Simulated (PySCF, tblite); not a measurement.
**C6H12ClFO: geometry, infrared bands and NMR shifts**

Aim: predict the infrared bands and NMR shifts of C6H12ClFO (`CC(C)O[C@@H](C)[C@H](F)Cl`).

Computed with tblite 0.8.0 and PySCF 2.14.0, with density-fitted response routines of our own, on a single molecule in the gas phase. Atoms count from 0, in the outputs and in this text.

### Step 1. The molecule as given

21 atoms, charge 0, multiplicity 1; geometry from: force field or distance geometry start.

Bonds of the start (Å): C0–C1 1.50, C1–C2 1.53, C1–O3 1.38, O3–C4 1.38, C4–C5 1.52, C4–C6 1.52, C6–F7 1.40, C6–Cl8 1.79, C0–H9 1.14, C0–H10 1.11, C0–H11 1.09, C1–H12 1.13, C2–H13 1.09, C2–H14 1.10, C2–H15 1.11, C4–H16 1.10, C5–H17 1.11, C5–H18 1.11, C5–H19 1.11, C6–H20 1.09.

### Step 2. Optimising the geometry with GFN2-xTB

The job: settings as JSON, then the geometry in Å.

```
{"job": {"kind": "relax", "xc": "GFN2-xTB", "basis": "xTB"}, "charge": 0, "multiplicity": 1}
C     -1.996900     1.053400    -0.479700
C     -1.151600     0.045300     0.240100
C     -1.981900    -1.244400     0.255500
O      0.047300    -0.143500    -0.407300
C      1.181300     0.032400     0.360500
C      2.040600    -1.218500     0.344600
C      2.008400     1.127200    -0.301200
F      3.180300     1.367500     0.419200
Cl     1.113300     2.674700    -0.342200
H     -2.956600     0.560500    -0.841700
H     -2.364400     1.821300     0.239600
H     -1.468700     1.485700    -1.323400
H     -0.983500     0.325600     1.324100
H     -1.496000    -2.022500     0.852800
H     -2.111300    -1.515500    -0.807100
H     -2.979900    -0.978900     0.662500
H      0.984000     0.321800     1.404000
H      2.219200    -1.548700    -0.700400
H      1.471300    -1.990200     0.895500
H      3.000900    -0.980000     0.847600
H      2.235400     0.843600    -1.334000
```

Launch:

```bash
OMP_NUM_THREADS=1 python probes_run.py task.json out
```

One launch serves the whole session: the jobs run in the order shown.

**Question.** This job is followed by: GFN2-xTB harmonic vibrations, gas phase; GIAO PBE0/pcSseg-1 NMR shielding, non-relativistic, gas phase. Predict these results of the whole session: strongest single infrared mode (GFN2-xTB); zero-point energy (GFN2-xTB); 13C shifts against TMS (PBE0/pcSseg-1); 1H shifts against TMS (PBE0/pcSseg-1, means over atoms taken as alike); 17O shifts against H2O (PBE0/pcSseg-1); 19F shifts against CFCl3 (PBE0/pcSseg-1); 35Cl shifts against HCl (PBE0/pcSseg-1).

The runs gave:

| quantity | value |
| --- | --- |
| strongest single infrared mode (GFN2-xTB) | 1125 cm⁻¹, 99 km/mol |
| zero-point energy (GFN2-xTB) | 107.7 kcal/mol |
| 13C shifts against TMS (PBE0/pcSseg-1) | 115.4, 82.0, 78.1, 25.3, 23.4, 21.4 ppm |
| 1H shifts against TMS (PBE0/pcSseg-1, means over atoms taken as alike) | 5.80, 3.97, 3.31, 1.27, 1.22, 1.10 ppm |
| 17O shifts against H2O (PBE0/pcSseg-1) | 84.5 ppm |
| 19F shifts against CFCl3 (PBE0/pcSseg-1) | -163.4 ppm |
| 35Cl shifts against HCl (PBE0/pcSseg-1) | 215 ppm |

In words: Relaxing lowered the energy by 0.561 eV in 163 steps; the close pair that moved most is C0–H9, from 1.138 to 1.086 Å. No mode is imaginary among the 57: a minimum at this level. The strongest single mode, at 1125 cm⁻¹, is spread over many atoms; the largest shares are those of C4, O3. GFN2-xTB is a fitted tight-binding method: band positions and strengths are rough. Its intensities can rank the bands wrongly. H20 (hydrogen on an sp3 CH bonded to Cl and F) lies farthest downfield among hydrogen, at 5.80 ppm; its carbon carries Cl and F, which withdraws density. At PBE0/pcSseg-1: The largest span, 547 ppm, is at Cl8, where the paramagnetic term is -413 ppm.
